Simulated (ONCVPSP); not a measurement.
# Nd: generating and testing an ONCV potential

Aim: build the potential from the settings below, then test how well it stands in for the atom: other configurations, scattering, ghost states and the plane-wave cutoff that it needs.

The numbers are computed with ONCVPSP 4.0.1 (Wu-Cohen, scalar-relativistic, spin-unpolarised reference atom).

### Step 1. The atom and the settings

Typed settings, in words:

* element: neodymium (Nd, Z = 60)
* type: optimised norm-conserving Vanderbilt (ONCV)
* frozen core: [Kr] 4d10
* valence charge: 14
* reference configuration: 4f4 5s2 5p6 (charge +2)
* partial waves: 5s: rc 2.55 bohr, ncon 4, nbas 9, qcut 6 1/bohr, 3 projectors, debl 2 Ha; 5p: rc 2.75 bohr, ncon 4, nbas 7, qcut 4.2 1/bohr, 1 projector; d scattering state at 0.12 Ha: rc 2.30 bohr, ncon 5, nbas 10, qcut 5 1/bohr, 2 projectors, debl 3.2 Ha; 4f: rc 1.05 bohr, ncon 3, nbas 8, qcut 14.6 1/bohr, 1 projector
* local potential: polynomial inside 0.65 bohr (lpopt 5, dvloc0 0 Ha)
* core correction: Teter function, fcfact 3.25, rcfact 1.05

### Step 2. Generating the potential

Nd.dat

```
# ATOM AND REFERENCE CONFIGURATION
# atsym  z   nc   nv     iexc    psfile
  Nd 60.00    9    3  -118130      upf
#
#   n    l    f
    1    0    2.00
    2    0    2.00
    2    1    6.00
    3    0    2.00
    3    1    6.00
    3    2   10.00
    4    0    2.00
    4    1    6.00
    4    2   10.00
    4    3    4.00
    5    0    2.00
    5    1    6.00
#
# PSEUDOPOTENTIAL AND OPTIMIZATION
# lmax
    3
#
#   l,   rc,      ep,       ncon, nbas, qcut
    0    2.55    0.00    4    9    6.00
    1    2.75    0.00    4    7    4.20
    2    2.30    0.12    5   10    5.00
    3    1.05    0.00    3    8   14.60
#
# LOCAL POTENTIAL
# lloc, lpopt,  rc(5),   dvloc0
    4    5    0.65    0.00
#
# VANDERBILT-KLEINMAN-BYLANDER PROJECTORs
# l, nproj, debl
    0    3    2.00
    1    1    3.90
    2    2    3.20
    3    1    2.50
#
# MODEL CORE CHARGE
# icmod, fcfact, rcfact
    3    3.25    1.05
#
# LOG DERIVATIVE ANALYSIS
# epsh1, epsh2, depsh
   -3.00    5.00    0.02
#
# OUTPUT GRID
# rlmax, drl
    6.00    0.01
#
# TEST CONFIGURATIONS
# ncnf
    4
# nvcnf
#   n    l    f
    4
    4    3    4.00
    5    0    2.00
    5    1    6.00
    6    0    2.00
#
    4
    4    3    4.00
    5    0    2.00
    5    1    6.00
    6    0    1.00
#
    3
    4    3    3.00
    5    0    2.00
    5    1    6.00
#
    4
    4    3    4.00
    5    0    2.00
    5    1    6.00
    6    1    1.00
#
```

Run with:

```sh
$ oncvpsp.x < Nd.dat > Nd.out
```

**Question.** What will these runs give? Wanted: cutoffs for 1 and 0.1 mHa per electron, occupied waves; bound ghosts; GHOST(+) flags; largest test error; largest phase difference near zero energy, channels read; rms error of d²Exc/dn², without and with the model core; projector energies reset by the program.

The runs gave:

| quantity | value |
| --- | --- |
| cutoffs for 1 and 0.1 mHa per electron, occupied waves | 93 Ha and 102 Ha |
| bound ghosts | s at -741.53 eV, p at -392.13 eV |
| GHOST(+) flags | s at 165 eV, d at 7 eV |
| largest test error (AE − PS) | +183 meV, for 4f3 5s2 5p6 |
| largest phase difference near zero energy, channels read | 0.557 rad |
| rms error of d²Exc/dn², without and with the model core | 12.96 and 9.00 mHa |
| projector energies reset by the program | s: -1.965, 0.050, 2.050 Ha; d: 0.050, 3.250 Ha |

In words: It has a bound ghost (s, p), a state that the atom doesn't have, and that rules the file out. The worst unpolarised test, 4f3 5s2 5p6, is off by 183 meV on 22.5 eV; by total energies transferability rates as poor. It counts as very hard, with 93 Ha needed at the looser tolerance. At the looser tolerance the 4f wave is the slowest; 5s needs 10 Ha. Near zero energy the largest phase difference among the channels read is 0.56 rad, in the p channel. The program also flags highly localised states, GHOST(+) (s, d).
